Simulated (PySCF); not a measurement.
# RbZn+: from the state search to spectroscopic constants

An exercise on one series of results from a longer session: the logs are not shown, and one member is left open.

The runs use PySCF 2.14.0; Rb def2-SVP with ECP28, Zn def2-SVP, scalar-relativistic core potentials.

Set-up of the first run:

Settings of the job:

```yaml
atoms: Rb, Zn
charge: 1
basis: Rb def2-SVP with ECP28, Zn def2-SVP
Hamiltonian: scalar-relativistic core potentials
basis_functions: 55
electrons_treated: 38
masses_in_u: 84.9118, 63.9291
levels: PBE0, PBE, r²SCAN, revPBE, BP86, r²SCANh, ωB97X, HF, MP2, SCS-MP2, CCSD, CCSD(T)
grid: 80 radial by 434 angular points
occupations: held fixed by the projection of orbital angular momentum
dissociation_limit: Rb+ + Zn, each in its ground configuration
starting_distance_in_angstrom: 3.350
values_of_2S_to_try: 0, 2
```

Launch:

```sh
> OMP_NUM_THREADS=1 python dia.py task.json out
```

Steps of the session up to this table: Set-up; First curve: PBE0; Higher solutions at PBE0; PBE (GGA); r²SCAN (meta-GGA); revPBE (GGA); BP86 (GGA); r²SCANh; ωB97X (range-separated hybrid); RHF (mean field); MP2 and coupled cluster.

One table of the session follows, with a row left open; its other results are not shown here.

```
      level  Re (Å)  ωe (cm⁻¹)  De (eV)
        RHF   4.052       41.9    0.128
    RHF-MP2   3.702       57.2    0.218
RHF-SCS-MP2   3.750       54.3    0.199
   RHF-CCSD   3.754       54.2    0.197
RHF-CCSD(T)   3.735       55.1    0.202
        PBE   3.642       61.3    0.237
     revPBE   3.755       53.9    0.206
       BP86   3.671       57.4    0.185
     r²SCAN   3.685       58.6    0.199
    r²SCANh       ?          ?        ?
       PBE0   3.682       60.1    0.213
      ωB97X   3.661       61.8    0.194
```

**Question.** Estimate the row for r²SCANh.

As computed: Re (Å): 3.693; ωe (cm⁻¹): 58.7; De (eV): 0.196. In the column «Re (Å)» it lies between r²SCAN (3.685) and RHF-MP2 (3.702).

De is counted to Rb+ + Zn in their ground configurations.

Limits of these values: The bond is weak, and basis-set superposition, which was not computed, may be a sizeable part of it.
